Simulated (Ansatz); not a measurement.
# KRbBr2: a single-point run

The task is a single-point run on KRbBr2. The structure is shown as the input types it. The cell is built on a prototype (ordering on rocksalt) and needn't be the phase found in nature.

Program: Ansatz 0.2.0. Level of theory: density functional or hybrid calculation with the settings of its input, plane waves (as first typed). These are calculated values, not measurements.

2 further runs of the same task are left out: 2 that didn't finish.

## (1) The structure to begin with

The structure is trigonal, space group R-3m (No. 166). Conventional cell: a = 4.778 Å, b = 4.778 Å, c = 23.465 Å, α = 90.00°, β = 90.00°, γ = 120.00°. K (site symmetry -3m) is surrounded by 6 Br at 3.33 Å. Rb (site symmetry -3m) has 6 Br at 3.44 Å as nearest neighbours. Br (site symmetry 3m) has 3 K at 3.33 Å and 3 Rb at 3.44 Å as nearest neighbours.

Structure file:

```
CELL_PARAMETERS angstrom
2.38906 1.37932 7.82180
-2.38906 1.37932 7.82180
0.00000 -2.75865 7.82180
ATOMIC_POSITIONS crystal
K 0.00000 0.00000 0.00000
Rb 0.50000 0.50000 0.50000
Br 0.25423 0.25423 0.25423
Br 0.74577 0.74577 0.74577
```

## (2) Running it

input.yaml reads:

```yaml
crystal:
  lattice:
    - [2.389060574, 1.3793247655, 7.8217952968]
    - [-2.389060574, 1.3793247655, 7.8217952968]
    - [0.0, -2.758649531, 7.8217952968]
  atoms:
    - { symbol: K, position: [1.0, 0.0, 0.0] }
    - { symbol: Rb, position: [0.5, 0.5, 0.5] }
    - { symbol: Br, position: [0.2542253037, 0.2542253037, 0.2542253037] }
    - { symbol: Br, position: [0.7457746963, 0.7457746963, 0.7457746963] }
kpoints:
  mp_grid: { grid: [4, 4, 4] }
hamiltonian:
  xc: hse06
scf:
  occupations: { method: fixed }
  n_extra_bands: 5
  max_iter: 62
output:
  forces: true
  stress: true
  eigenvalues: true
basis:
  ecutwfc: 80
```

Command:

```
$ ansatz run input.yaml --threads 4 --pin off --max-ram 3686MiB --backend cpu --events-out ev --progress --plain --runs-dir out
```

Q: Will this input give a usable result? If not, why, and what should change?

The run converged and reported no error, with warnings (cutoff below recommended, stress exchange threshold loose, stress scf threshold loose). Its log warns: «basis.ecutwfc = 80 eV is below the records' recommended 420 eV ...»

The suspect setting: basis.ecutwfc is 80. The cutoff lies far under what these potentials need. The potentials' recommended cutoff is 420 eV.

Run again and compare: delete basis.ecutwfc (the default then holds).
